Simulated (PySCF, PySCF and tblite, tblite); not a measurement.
# 2,3-difluorophenol (C₆H₄F₂O): a path driven as rotation about a bond, and NMR exchange, part 1 of 2

How fast is rotation about a bond in 2,3-difluorophenol (C₆H₄F₂O) (`Oc1cccc(F)c1F`), and when do the exchanging lines merge?

Programs: PySCF 2.14.0 with density-fitted response routines of our own, and tblite 0.8.0. All values are computed, except where a source is named. Atoms count from 0 throughout.

### Step 1. The molecule as given

13 atoms, charge 0, multiplicity 1; geometry from: force field or distance geometry start.

Bonds of the start (Å): C1–C2 1.39, C1–C7 1.39, C2–C3 1.41, C2–H10 1.08, C3–C4 1.39, C3–H11 1.10, C4–C5 1.39, C4–H12 1.09, C5–C7 1.40, C5–F6 1.34, C7–F8 1.33, O0–C1 1.38, O0–H9 0.97.

### Step 2. GFN2-xTB relaxation, start minimum

The job: settings as JSON, then the geometry in Å.

```
{"job": {"xc": "GFN2-xTB", "basis": "xTB", "kind": "relax"}, "charge": 0, "multiplicity": 1}
O      2.506300    -0.053700    -0.088800
C      1.127400    -0.060700    -0.056800
C      0.485700    -1.285500    -0.202000
C     -0.921200    -1.315700    -0.175900
C     -1.652000    -0.149300     0.036000
C     -0.984600     1.062100     0.182800
F     -1.684600     2.189600     0.369200
C      0.413800     1.111000     0.152400
F      1.066000     2.265100     0.299600
H      2.775500     0.873800     0.043800
H      1.046300    -2.194800    -0.359100
H     -1.441900    -2.275000    -0.288900
H     -2.741100    -0.166500     0.069800
```

Launch:

```console
> OMP_NUM_THREADS=1 python ens_run.py task.json out
```

This one command runs the whole study; its stages follow in the order run.

What it wrote:

```text
step      E/eV     max force
  0    -772.81112    1.495
  1    -772.86986    0.625
  2    -772.88279    0.242
  3    -772.88771    0.209
  4    -772.88965    0.091
  5    -772.89014    0.056
  6    -772.89038    0.040
  7    -772.89059    0.038
  8    -772.89076    0.032
  9    -772.89084    0.023
 10    -772.89088    0.019
 11    -772.89092    0.020
 12    -772.89096    0.021
 13    -772.89101    0.021
 14    -772.89104    0.015
 15    -772.89106    0.014
 16    -772.89107    0.008
 17    -772.89108    0.005
 18    -772.89108    0.005
 19    -772.89108    0.005
 20    -772.89108    0.004
 21    -772.89108    0.002
```

Wall time 0.14 s (1 thread of Arm Neoverse V1, shared host).

Relaxing gained 0.080 eV and moved the atoms by 0.02 Å on average (rms).

### Step 3. Relaxed scan, rotation

The job: settings as JSON, then the geometry in Å.

```
{"job": {"xc": "GFN2-xTB", "basis": "xTB", "coordinate": [["t", [2, 1, 0, 9], 0.5], ["t", [7, 1, 0, 9], 0.5]], "kind": "drive"}, "charge": 0, "multiplicity": 1}
O      2.489572    -0.044555    -0.087210
C      1.141241    -0.070469    -0.048677
C      0.462940    -1.275663    -0.204910
C     -0.917502    -1.309943    -0.164777
C     -1.654833    -0.154298     0.029582
C     -0.988797     1.048188     0.184412
F     -1.686648     2.179923     0.373076
C      0.394892     1.092113     0.146300
F      1.066088     2.261657     0.296518
H      2.805399     0.861652     0.037832
H      1.043795    -2.170257    -0.356446
H     -1.429004    -2.251299    -0.286497
H     -2.731530    -0.166562     0.063071
```

What it wrote:

```text
point  coordinate     E/eV
  0    -75.300     -772.87047
  1    -60.500     -772.81490
  2    -45.600     -772.73762
  3    -30.600     -772.65650
  4    -15.300     -772.59178
  5     -0.000     -772.55979
  6     15.300     -772.56644
  7     30.500     -772.60573
  8     45.600     -772.66253
  9     60.600     -772.72002
 10     75.300     -772.76285
 11     90.100     -772.77773
```

Wall time 1.2 s (1 thread of Arm Neoverse V1, shared host).

The highest point is number 5, 7.2 kcal/mol above the first.

### Step 4. Nudged elastic band, leg 1

The job, as its differences from that of step 3:

```diff
@@ -1,2 +1,2 @@
-{"job": {"xc": "GFN2-xTB", "basis": "xTB", "coordinate": [["t", [2, 1, 0, 9], 0.5], ["t", [7, 1, 0, 9], 0.5]], "kind": "drive"}, "charge": 0, "multiplicity": 1}
+{"job": {"xc": "GFN2-xTB", "basis": "xTB", "kind": "neb"}, "charge": 0, "multiplicity": 1}
 O      2.489572    -0.044555    -0.087210
```

What it wrote:

```text
image   E - E0 / eV
  0       0.0000
  1       0.0733
  2       0.2333
  3       0.3327
  4       0.2737
  5       0.1564
  6       0.1128
```

It took 1.2 s on 1 thread of Arm Neoverse V1, shared host.

The highest point is number 3, 7.7 kcal/mol above the first.

### Step 5. Saddle search, leg 1

The job: settings as JSON, then the geometry in Å.

```
{"job": {"xc": "GFN2-xTB", "basis": "xTB", "kind": "saddle"}, "charge": 0, "multiplicity": 1}
O      2.474937     0.179981    -0.345340
C      1.123926     0.060160    -0.150181
C      0.500501    -1.179555    -0.227843
C     -0.873740    -1.288314    -0.122432
C     -1.655656    -0.162892     0.066979
C     -1.043108     1.073777     0.159039
F     -1.791617     2.171226     0.356912
C      0.336534     1.194381     0.054243
F      0.918625     2.400227     0.159475
H      2.963850     0.086512     0.478455
H      1.115677    -2.051950    -0.382753
H     -1.340869    -2.257721    -0.190564
H     -2.729060    -0.225833     0.144009
```

What it wrote:

```text
step      E/eV     max force
  0    -772.55838   0.0391
  1    -772.55812   0.0466
  2    -772.55815   0.0055
  3    -772.55815   0.0014
lowest wavenumbers (cm-1): -448.9 137.6 227.0 247.5 284.0 290.7
```

Run time: 1.2 s. Hardware: 1 thread of Arm Neoverse V1, shared host.

Point group C1; 1 imaginary mode, 449i cm⁻¹, carried by H9. Steps downhill from it reached both ends.

### Step 6. Shieldings, start: PBE/pcSseg-1

The job: settings as JSON, then the geometry in Å.

```
{"job": {"kind": "nmr", "xc": "PBE", "basis": "pcSseg-1", "pop": false}, "charge": 0, "multiplicity": 1}
O      2.489572    -0.044555    -0.087210
C      1.141241    -0.070469    -0.048677
C      0.462940    -1.275663    -0.204910
C     -0.917502    -1.309943    -0.164777
C     -1.654833    -0.154298     0.029582
C     -0.988797     1.048188     0.184412
F     -1.686648     2.179923     0.373076
C      0.394892     1.092113     0.146300
F      1.066088     2.261657     0.296518
H      2.805399     0.861652     0.037832
H      1.043795    -2.170257    -0.356446
H     -1.429004    -2.251299    -0.286497
H     -2.731530    -0.166562     0.063071
```

What it wrote:

```text
coarse grid: 12256 points
cycle   1  E = -505.1001070799  dE =  1.517e+00  |g| = 8.861e-01  |ddm| = 3.755e+00
cycle   2  E = -504.6351539722  dE =  4.650e-01  |g| = 1.750e+00  |ddm| = 2.508e+00
cycle   3  E = -505.2196708216  dE = -5.845e-01  |g| = 3.055e-01  |ddm| = 1.935e+00
cycle   4  E = -505.2433824470  dE = -2.371e-02  |g| = 8.995e-02  |ddm| = 4.031e-01
cycle   5  E = -505.2446146077  dE = -1.232e-03  |g| = 5.750e-02  |ddm| = 1.289e-01
cycle   6  E = -505.2454442786  dE = -8.297e-04  |g| = 1.211e-02  |ddm| = 6.391e-02
cycle   7  E = -505.2454742798  dE = -3.000e-05  |g| = 6.490e-03  |ddm| = 1.635e-02
cycle   8  E = -505.2454855221  dE = -1.124e-05  |g| = 1.056e-03  |ddm| = 6.378e-03
cycle   9  E = -505.2454856887  dE = -1.666e-07  |g| = 5.275e-04  |ddm| = 1.342e-03
final grid: 123152 points
cycle  10  E = -505.3481153223  dE = -3.874e-05  |g| = 1.644e-02  |ddm| = 5.338e-02
cycle  11  E = -505.3479300529  dE =  1.853e-04  |g| = 3.555e-02  |ddm| = 4.253e-02
cycle  12  E = -505.3481687058  dE = -2.387e-04  |g| = 3.155e-03  |ddm| = 3.103e-02
cycle  13  E = -505.3481707607  dE = -2.055e-06  |g| = 9.712e-04  |ddm| = 3.901e-03
cycle  14  E = -505.3481709463  dE = -1.856e-07  |g| = 4.521e-04  |ddm| = 1.331e-03
cycle  15  E = -505.3481710021  dE = -5.584e-08  |g| = 7.379e-05  |ddm| = 4.916e-04
cycle  16  E = -505.3481710034  dE = -1.222e-09  |g| = 2.933e-05  |ddm| = 8.799e-05
cycle  17  E = -505.3481710035  dE = -1.942e-10  |g| = 7.425e-06  |ddm| = 2.924e-05
converged SCF energy = -505.3481710035

GIAO shielding tensors (ppm)
atom      isotropic    diamagn.    paramagn.     s11        s22        s33       span
  0 O      219.391     385.088    -165.697    164.031    204.647    289.495    125.464
  1 C       30.274     256.534    -226.259    -29.361      7.311    112.873    142.234
  2 C       68.579     253.288    -184.708    -10.279     55.796    160.221    170.499
  3 C       56.956     253.684    -196.729    -46.111     41.928    175.050    221.161
  4 C       71.120     257.600    -186.480     -5.647     61.408    157.598    163.245
  5 C       22.539     253.122    -230.583    -29.960     17.246     80.329    110.288
  6 F      294.764     474.259    -179.495    219.648    260.736    403.907    184.258
  7 C       33.885     252.562    -218.677      5.774     12.206     83.674     77.900
  8 F      342.110     472.153    -130.043    276.357    294.497    455.476    179.119
  9 H       26.436      31.758      -5.322     17.031     27.961     34.315     17.284
 10 H       24.783      30.282      -5.498     21.428     25.242     27.680      6.252
 11 H       24.577      30.344      -5.767     21.460     25.542     26.728      5.267
 12 H       24.906      30.208      -5.302     21.725     25.632     27.361      5.636
```

Run time: 32 s. Hardware: 1 thread of Arm Neoverse V1, shared host; peak memory 0.66 GiB.

In short: HOMO -5.86 eV, LUMO -1.21 eV; dipole 0.96 D.

### Step 7. Shieldings, saddle of leg 1: PBE/pcSseg-1

The job: settings as JSON, then the geometry in Å.

```
{"job": {"kind": "nmr", "xc": "PBE", "basis": "pcSseg-1", "pop": false}, "charge": 0, "multiplicity": 1}
O      2.475375     0.195868    -0.333835
C      1.123725     0.063865    -0.151544
C      0.503024    -1.177291    -0.232453
C     -0.871085    -1.287680    -0.122330
C     -1.653821    -0.163616     0.071837
C     -1.044347     1.074892     0.156348
F     -1.795036     2.171315     0.351405
C      0.334580     1.197365     0.048956
F      0.916937     2.403030     0.149124
H      2.957664     0.057091     0.487644
H      1.116911    -2.049732    -0.393330
H     -1.337669    -2.257536    -0.190164
H     -2.726256    -0.227570     0.158342
```

What it wrote:

```text
coarse grid: 12256 points
cycle   1  E = -505.0878587951  dE =  1.512e+00  |g| = 9.003e-01  |ddm| = 3.752e+00
cycle   2  E = -504.6838934292  dE =  4.040e-01  |g| = 1.694e+00  |ddm| = 2.596e+00
cycle   3  E = -505.2167920048  dE = -5.329e-01  |g| = 2.641e-01  |ddm| = 1.950e+00
cycle   4  E = -505.2343151846  dE = -1.752e-02  |g| = 8.997e-02  |ddm| = 3.587e-01
cycle   5  E = -505.2359568753  dE = -1.642e-03  |g| = 4.935e-02  |ddm| = 1.276e-01
cycle   6  E = -505.2365460761  dE = -5.892e-04  |g| = 8.661e-03  |ddm| = 5.428e-02
cycle   7  E = -505.2365603865  dE = -1.431e-05  |g| = 4.516e-03  |ddm| = 1.128e-02
cycle   8  E = -505.2365643247  dE = -3.938e-06  |g| = 5.100e-04  |ddm| = 3.914e-03
final grid: 123152 points
cycle   9  E = -505.3381720275  dE = -3.535e-05  |g| = 1.691e-02  |ddm| = 5.666e-02
cycle  10  E = -505.3379977577  dE =  1.743e-04  |g| = 3.508e-02  |ddm| = 4.518e-02
cycle  11  E = -505.3382277838  dE = -2.300e-04  |g| = 2.965e-03  |ddm| = 3.274e-02
cycle  12  E = -505.3382295271  dE = -1.743e-06  |g| = 8.250e-04  |ddm| = 3.889e-03
cycle  13  E = -505.3382296481  dE = -1.210e-07  |g| = 4.148e-04  |ddm| = 1.093e-03
cycle  14  E = -505.3382296970  dE = -4.898e-08  |g| = 6.947e-05  |ddm| = 4.509e-04
cycle  15  E = -505.3382296980  dE = -9.309e-10  |g| = 2.673e-05  |ddm| = 7.958e-05
converged SCF energy = -505.3382296980

GIAO shielding tensors (ppm)
atom      isotropic    diamagn.    paramagn.     s11        s22        s33       span
  0 O      251.617     385.535    -133.918    193.788    232.145    328.918    135.131
  1 C       29.715     255.420    -225.706    -35.426     19.978    104.592    140.018
  2 C       57.549     253.878    -196.329    -29.114     49.884    151.876    180.991
  3 C       58.185     254.374    -196.189    -44.525     43.847    175.234    219.760
  4 C       65.362     257.417    -192.055    -15.511     53.346    158.251    173.762
  5 C       21.169     253.808    -232.639    -33.486     16.738     80.255    113.741
  6 F      291.735     473.741    -182.006    217.161    258.246    399.798    182.637
  7 C       26.523     248.516    -221.993    -13.790      9.068     84.291     98.081
  8 F      313.324     469.628    -156.304    242.187    244.601    453.183    210.996
  9 H       29.096      31.052      -1.956     22.353     24.019     40.918     18.565
 10 H       24.502      31.105      -6.603     21.488     24.336     27.683      6.194
 11 H       24.571      30.546      -5.975     21.408     25.462     26.843      5.435
 12 H       24.578      30.080      -5.502     21.490     24.961     27.283      5.793
```

Run time: 30 s. Hardware: 1 thread of Arm Neoverse V1, shared host; peak memory 0.66 GiB.

Key values: HOMO -6.26 eV, LUMO -1.38 eV; dipole 2.75 D.

### Step 8. Shieldings, end: PBE/pcSseg-1

The job: settings as JSON, then the geometry in Å.

```
{"job": {"kind": "nmr", "xc": "PBE", "basis": "pcSseg-1", "pop": false}, "charge": 0, "multiplicity": 1}
O      2.469806     0.340932    -0.050293
C      1.132840     0.146819    -0.025466
C      0.547402    -1.111112    -0.120202
C     -0.827700    -1.258577    -0.090382
C     -1.651393    -0.155712     0.034981
C     -1.076548     1.099806     0.129986
F     -1.865300     2.179618     0.252527
C      0.300205     1.262400     0.101444
F      0.839159     2.488395     0.195255
H      2.929206    -0.502929    -0.138560
H      1.184138    -1.979081    -0.217724
H     -1.259720    -2.243696    -0.165875
H     -2.724437    -0.247213     0.060754
```

What it wrote:

```text
coarse grid: 12256 points
cycle   1  E = -505.0988347519  dE =  1.526e+00  |g| = 8.818e-01  |ddm| = 3.745e+00
cycle   2  E = -504.7214232457  dE =  3.774e-01  |g| = 1.655e+00  |ddm| = 2.374e+00
cycle   3  E = -505.2226850664  dE = -5.013e-01  |g| = 2.717e-01  |ddm| = 1.657e+00
cycle   4  E = -505.2411085756  dE = -1.842e-02  |g| = 7.348e-02  |ddm| = 3.423e-01
cycle   5  E = -505.2420213609  dE = -9.128e-04  |g| = 4.553e-02  |ddm| = 1.050e-01
cycle   6  E = -505.2425381509  dE = -5.168e-04  |g| = 1.026e-02  |ddm| = 5.110e-02
cycle   7  E = -505.2425607489  dE = -2.260e-05  |g| = 5.020e-03  |ddm| = 1.385e-02
cycle   8  E = -505.2425669579  dE = -6.209e-06  |g| = 6.562e-04  |ddm| = 4.564e-03
final grid: 123152 points
cycle   9  E = -505.3435969617  dE = -2.657e-05  |g| = 1.792e-02  |ddm| = 5.964e-02
cycle  10  E = -505.3433589825  dE =  2.380e-04  |g| = 3.955e-02  |ddm| = 4.779e-02
cycle  11  E = -505.3436593067  dE = -3.003e-04  |g| = 3.510e-03  |ddm| = 3.569e-02
cycle  12  E = -505.3436621208  dE = -2.814e-06  |g| = 1.194e-03  |ddm| = 4.689e-03
cycle  13  E = -505.3436624285  dE = -3.077e-07  |g| = 4.361e-04  |ddm| = 1.473e-03
cycle  14  E = -505.3436624812  dE = -5.272e-08  |g| = 6.300e-05  |ddm| = 4.664e-04
cycle  15  E = -505.3436624820  dE = -7.914e-10  |g| = 3.063e-05  |ddm| = 8.053e-05
converged SCF energy = -505.3436624820

GIAO shielding tensors (ppm)
atom      isotropic    diamagn.    paramagn.     s11        s22        s33       span
  0 O      209.817     383.860    -174.042    167.479    223.778    238.195     70.716
  1 C       30.385     257.393    -227.008    -29.323      7.421    113.056    142.379
  2 C       69.712     257.973    -188.261     -9.552     71.441    147.249    156.801
  3 C       58.504     253.872    -195.369    -43.566     44.664    174.414    217.980
  4 C       70.206     257.391    -187.186     -8.274     60.644    158.248    166.522
  5 C       20.543     253.465    -232.922    -34.132     15.603     80.159    114.291
  6 F      293.058     473.571    -180.513    216.238    257.772    405.162    188.924
  7 C       33.804     247.613    -213.809      4.829     12.074     84.508     79.678
  8 F      324.147     468.685    -144.538    251.386    256.826    464.230    212.843
  9 H       27.447      30.984      -3.537     20.316     25.691     36.334     16.018
 10 H       25.223      32.381      -7.158     21.936     25.575     28.158      6.222
 11 H       24.746      30.655      -5.909     21.608     25.745     26.885      5.276
 12 H       24.874      30.132      -5.258     21.800     25.531     27.289      5.489
```

It took 30 s on 1 thread of Arm Neoverse V1, shared host; peak memory 0.67 GiB.

This run: HOMO -5.83 eV, LUMO -1.21 eV; dipole 3.58 D.

### Step 9. The path in numbers

The job: settings as JSON, then the geometry in Å.

```
{"job": {"smiles": "Oc1cccc(F)c1F", "charge": 0, "mult": 1, "motion": "rotation", "what": "aryl ether", "atoms": [1, 0], "drives": [{"terms": [["t", [2, 1, 0, 9], 0.5], ["t", [7, 1, 0, 9], 0.5]], "by": 180, "n": 12}], "study": "path", "level": {"kind": "nmr", "xc": "PBE", "basis": "pcSseg-1"}, "fields": [60, 500, 700], "first": 1, "seed": 754, "kind": "path"}, "charge": 0, "multiplicity": 1}
O      2.489572    -0.044555    -0.087210
C      1.141241    -0.070469    -0.048677
C      0.462940    -1.275663    -0.204910
C     -0.917502    -1.309943    -0.164777
C     -1.654833    -0.154298     0.029582
C     -0.988797     1.048188     0.184412
F     -1.686648     2.179923     0.373076
C      0.394892     1.092113     0.146300
F      1.066088     2.261657     0.296518
H      2.805399     0.861652     0.037832
H      1.043795    -2.170257    -0.356446
H     -1.429004    -2.251299    -0.286497
H     -2.731530    -0.166562     0.063071
```

What it wrote:

```text
stationary points (kcal/mol above the start)
  n  kind          group   xTB      DFT    lowest mode
  0  minimum      Cs       0.00     0.00     142.3
  1  saddle       C1       7.68     6.26    -448.9
  2  minimum      Cs       2.60     2.84     137.7

GFN2-xTB energies: T/K, barrier G, reaction G (kcal/mol), k forward, k back (1/s)
 150.00     6.87     2.54        609   3.07e+06
 200.00     6.88     2.54   2.55e+05    1.5e+08
 250.00     6.89     2.53   9.85e+06    1.6e+09
 298.15     6.92     2.52   1.06e+08   7.43e+09
 350.00     6.95     2.51   6.64e+08   2.45e+10
 400.00     7.00     2.50    2.5e+09   5.79e+10
 500.00     7.12     2.48   1.61e+10   1.95e+11

PBE/pcSseg-1 + D3(BJ) energies: T/K, barrier G, reaction G (kcal/mol), k forward, k back (1/s)
 150.00     5.45     2.78   7.06e+04   7.99e+08
 200.00     5.46     2.78   9.01e+06   9.74e+09
 250.00     5.47     2.77   1.71e+08   4.49e+10
 298.15     5.50     2.76   1.16e+09   1.22e+11
 350.00     5.54     2.75   5.09e+09   2.65e+11
 400.00     5.58     2.74   1.48e+10   4.66e+11
 500.00     5.70     2.72    6.7e+10   1.03e+12
```

It took 98 s on 1 thread of Arm Neoverse V1, shared host; peak memory 0.67 GiB. This counts the whole study up to here.

Barriers by level (kcal/mol; entropies in cal/(mol K)). Zero-point and thermal terms come from xTB in every row. ΔG‡ leaves symmetry out; the rate counts equivalent paths (a factor of 2); effective ΔG‡, where given, is the barrier that would give that rate by Eyring's equation alone:

| level | ΔE‡ | with zero-point | ΔH‡ | ΔS‡ | ΔG‡ (298 K) | ΔE of reaction | k at 298 K (1/s) | effective ΔG‡ |
| --- | --- | --- | --- | --- | --- | --- | --- | --- |
| GFN2-xTB | 7.68 | 6.88 | 6.74 | -0.6 | 6.92 | 2.60 | 1.1e+08 | 6.51 |
| PBE/pcSseg-1 + D3(BJ) | 6.26 | 5.46 | 5.32 | -0.6 | 5.50 | 2.84 | 1.2e+09 | 5.09 |

Sites that the driver pairs across this motion, and where their lines would merge (no couplings; faster rotations or exchange between molecules can average them sooner):

| nucleus | sites: shielding (ppm) | proton frequency (MHz) | spread (Hz) | coalescence (K) | lines at 298 K |
| --- | --- | --- | --- | --- | --- |
| 19F | F8: 342.1; F8 (end): 324.1 | 700 | 11836 | not given | – |
| 19F | F6: 294.8; F6 (end): 293.1 | 700 | 1124 | not given | – |
| 17O | O0: 219.4; O0 (end): 209.8 | 700 | 909 | not given | – |
| 1H | H9: 26.44; H9 (end): 27.45 | 700 | 708 | not given | – |
| 13C | C5: 22.5; C5 (end): 20.5 | 700 | 351 | not given | – |
| 1H | H10: 24.78; H10 (end): 25.22 | 700 | 308 | not given | – |
| 13C | C3: 57.0; C3 (end): 58.5 | 700 | 273 | not given | – |
| 13C | C2: 68.6; C2 (end): 69.7 | 700 | 200 | not given | – |

A dash: the driver gave no coalescence for this row (it judged the minor form too scarce).

Rows that set an atom against itself at the end compare its shielding in the two forms.

Lines of quadrupolar nuclei are broad, so their coalescence could hardly be seen.

(Continued in part 2 of 2.)
